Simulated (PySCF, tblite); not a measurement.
**C3H5F2O2Si radical: geometry, infrared bands and EPR parameters**

Wanted: the infrared bands and EPR parameters of C3H5F2O2Si radical (`F[C](F)O/C=C\O[SiH3]`), by calculation.

Computed with tblite 0.8.0 and PySCF 2.14.0, with density-fitted response routines of our own, on a single molecule in the gas phase. Atoms are numbered from 0 throughout.

## (1) The starting structure

13 atoms, charge 0, multiplicity 2; geometry from: force field or distance geometry start.

Bonds of the start (Å): F0–C1 1.36, C1–F2 1.36, C1–O3 1.40, O3–C4 1.38, C4–C5 1.32, C5–O6 1.39, O6–Si7 1.74, C4–H8 1.08, C5–H9 1.10, Si7–H10 1.47, Si7–H11 1.47, Si7–H12 1.46.

## (2) Geometry optimisation with GFN2-xTB

The job: settings as JSON, then the geometry in Å.

```
{"job": {"kind": "relax", "xc": "GFN2-xTB", "basis": "xTB"}, "charge": 0, "multiplicity": 2}
F     -3.392400    -0.322600    -0.380700
C     -2.627500    -0.655200     0.689300
F     -2.860700     0.070700     1.820800
O     -1.288200    -0.674800     0.281900
C     -0.895900     0.306500    -0.603300
C      0.312200     0.350100    -1.145300
O      1.273100    -0.604500    -0.825600
Si     2.386100    -0.231300     0.464300
H     -1.577000     1.082200    -0.905800
H      0.542400     1.164600    -1.841000
H      1.788100    -0.782700     1.692500
H      3.664900    -0.897500     0.157100
H      2.670400     1.195000     0.578200
```

Command:

```sh
OMP_NUM_THREADS=1 python probes_run.py task.json out
```

One launch serves the whole session: the jobs run in the order shown.

**Question.** This job is followed by: GFN2-xTB harmonic vibrations, gas phase; UKS B3LYP, pcH-1 on C F H O Si, non-relativistic, mean-field spin-orbit, GIAO. What will the session give for the following? strongest single infrared mode (GFN2-xTB); zero-point energy (GFN2-xTB); g(iso) (B3LYP); ⟨S²⟩; largest a(iso) (averaged by class); surface potential, 1st and 99th percentile.

The runs gave:

```
                                 quantity                 value
strongest single infrared mode (GFN2-xTB)  816 cm⁻¹, 329 km/mol
             zero-point energy (GFN2-xTB)         46.2 kcal/mol
                           g(iso) (B3LYP)               2.00332
                                     ⟨S²⟩    0.753 (exact 0.75)
       largest a(iso) (averaged by class)  13C on C1, 666.2 MHz
    surface potential, 1st and 99th percentile    -0.72 V and 1.42 V
```

**Reading.** Over 139 steps the energy fell by 0.917 eV; of the close pairs, O6–Si7 changed most, 1.744 to 1.649 Å. All 33 modes are real, so the xTB geometry is a minimum. The strongest single mode, at 816 cm⁻¹, has its largest shares on H11, H10 and H12 (the list is cut at 3 atoms). GFN2-xTB is a fitted tight-binding method: band positions and strengths are rough. Its intensities can rank the bands wrongly. C1 carries the largest spin population, 0.76 e. The isotropic g lies 1.0 ppt above the free-electron value.
